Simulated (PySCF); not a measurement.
**Accurate constants of WC, step by step**

What constants does extrapolated CCSD(T) give for WC, and what does each step add?

Program: PySCF 2.14.0. Level of theory: CCSD(T) on ROHF, scalar-relativistic core potentials. These are calculated values, not measurements.

### Step 1. Set-up

- molecule: WC
- state: triplet, unpaired electrons σ ↑, δ ↑
- smaller basis: W aug-cc-pVDZ-PP with ECP60, C aug-cc-pVDZ
- larger basis: W aug-cc-pVTZ-PP with ECP60, C aug-cc-pVTZ
- frozen core orbitals: 5
- extrapolation: correlation as n⁻³ (n = 2, 3), Hartree–Fock as (n+1)·exp(−9√n)
- corrections: none
- distances (Å): 1.5025, 1.5708, 1.6391, 1.7074, 1.7757, 1.8611, 1.9465
- masses (u): 183.9509, 12.0000
- dissociation limit: W + C

Started as:

```
$ OMP_NUM_THREADS=4 python comp.py task.json out
```

### Step 2. Coupled cluster at each distance

Before running it: what results should come out? Wanted: for each run, Re; ωe; ωexe; αe; De.

**Answer**, as computed:

```tsv
level	Re (Å)	ωe (cm⁻¹)	ωexe (cm⁻¹)	αe (cm⁻¹)	De (eV)
CCSD(T)/aug-cc-pVDZ(-PP)	1.7392	949.5	5.66	0.00394	4.963
CCSD(T)/aug-cc-pVTZ(-PP)	1.7206	974.1	5.80	0.00383	5.373
HF/CBS	1.6558	1105.4	4.96	0.00354	1.433
MP2/CBS	1.7208	1148.2	1.05	0.00110	6.862
CCSD/CBS	1.6992	1041.6	4.71	0.00318	4.974
CCSD(T)/CBS	1.7161	984.0	5.82	0.00379	5.515
```

The last step gives Re = 1.7161 Å, ωe = 984.0 cm⁻¹ and De = 5.515 eV; the smaller basis alone is off from it by +23.0 mÅ and -0.55 eV. Near the minimum the mean field binds by 1.37 eV and correlation adds 4.14 eV of binding. T1 is 0.048, large enough to doubt a single reference. Spin–orbit coupling and excitations beyond (T) are left out.
